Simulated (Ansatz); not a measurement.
# ZnSe (Stilleite): further runs on the relaxed cell

An exercise on one series of results from a longer session: the logs are not shown, and one member is left open.

Program: Ansatz 0.2.0. Level of theory: DFT r2SCAN, scalar-relativistic, plane waves, PAW. These are calculated values, not measurements.

1 further run of the same task is left out (set aside as unsound or not needed).

## The structure to begin with

Symmetry: F-43m, No. 216, cubic system. Conventional cell: a = 5.666 Å, b = 5.666 Å, c = 5.666 Å, α = 90.00°, β = 90.00°, γ = 90.00°. Zn (site symmetry -43m) has 4 Se at 2.45 Å as nearest neighbours. Se (site symmetry -43m) is surrounded by 4 Zn at 2.45 Å.

Coordinates:

```cif
data_structure
_symmetry_space_group_name_H-M 'P 1'
_symmetry_Int_Tables_number 1
_cell_length_a 4.0064
_cell_length_b 4.0064
_cell_length_c 4.0064
_cell_angle_alpha 60.000
_cell_angle_beta 60.000
_cell_angle_gamma 60.000
_cell_volume 45.47
loop_
_atom_site_label
_atom_site_type_symbol
_atom_site_fract_x
_atom_site_fract_y
_atom_site_fract_z
_atom_site_occupancy
Zn1 Zn 0.00000 0.00000 0.00000 1
Se1 Se 0.25000 0.25000 0.25000 1
```

This cell was relaxed beforehand with the same method: volume 22.74 Å³/atom, gap on the mesh 1.87 eV.

Set-up of the first run:

input.yaml reads:

```yaml
crystal:
  lattice:
    - [0.0, 2.8329452554, 2.8329452554]
    - [2.8329452554, 0.0, 2.8329452554]
    - [2.8329452554, 2.8329452554, 0.0]
  atoms:
    - { symbol: Zn, position: [0.0, 0.0, 0.0] }
    - { symbol: Se, position: [0.25, 0.25, 0.25] }
basis:
  ecutwfc: 500
kpoints:
  mp_grid: { grid: [8, 8, 8] }
  band_path:
    path:
      - [[0.0, 0.0, 0.0], [-0.5, -0.5, 0.0], [-0.375, -0.375, 0.25]]
      - [[-0.375, 0.0, 0.375], [0.0, 0.0, 0.0], [0.0, 0.0, 0.5], [-0.5, -0.25, 0.25], [-0.5, -0.5, 0.0]]
    npoints: 14
hamiltonian:
  xc: r2scan
scf:
  occupations: { method: gaussian, width: 0.02 }
  n_extra_bands: 6
output:
  forces: true
  stress: true
  eigenvalues: true
  populations: true
  dos: { projected: true, de: 0.02, nscf_kmesh: { grid: [12, 12, 12] } }
  bader: true
  write_density: true
  write_potential: true
  elf: true
  volumetric_format: npy
```

Run with:

```sh
ansatz run input.yaml --threads 1 --pin off --max-ram 2560MiB --backend cpu --events-out ev --progress --plain --runs-dir out
```

Steps of the session up to this table: Electronic structure at the relaxed geometry; Band edges anywhere in the zone; Eigenvalues a small step from each edge; Point at V/V0 = 0.97; Point at V/V0 = 1.03; The cell scaled to 0.94 of its volume; Volume × 1.06.

One table of the session follows, with a row left open; its other results are not shown here.

It belongs to the step «Equation of state». 

```
volume (Å³/atom)  energy above the lowest point (meV/atom)  pressure (GPa)  gap on the mesh (eV)
          21.372                                      18.5            4.61                  2.14
          22.054                                         ?               ?                     ?
          22.736                                       0.0           -0.02                  1.87
          23.418                                       4.0           -1.82                  1.74
          24.100                                      15.1           -3.36                  1.62
```

Q: Estimate the row for volume (Å³/atom) = 22.054 from the others.

Worked estimate for «energy above the lowest point (meV/atom)». A straight line through the neighbours (21.372, 18.5) and (22.736, 0.0) gives 18.5 + (0.0 − 18.5) × (22.054 − 21.372) / (22.736 − 21.372) = 9.3; a parabola fitted to 3 rows on both sides gives 4.8.

The run gave: energy above the lowest point (meV/atom): 4.3; pressure (GPa): 2.11; gap on the mesh (eV): 2.00. In «energy above the lowest point (meV/atom)» the line misses by +5.0 and the parabola by +0.5.
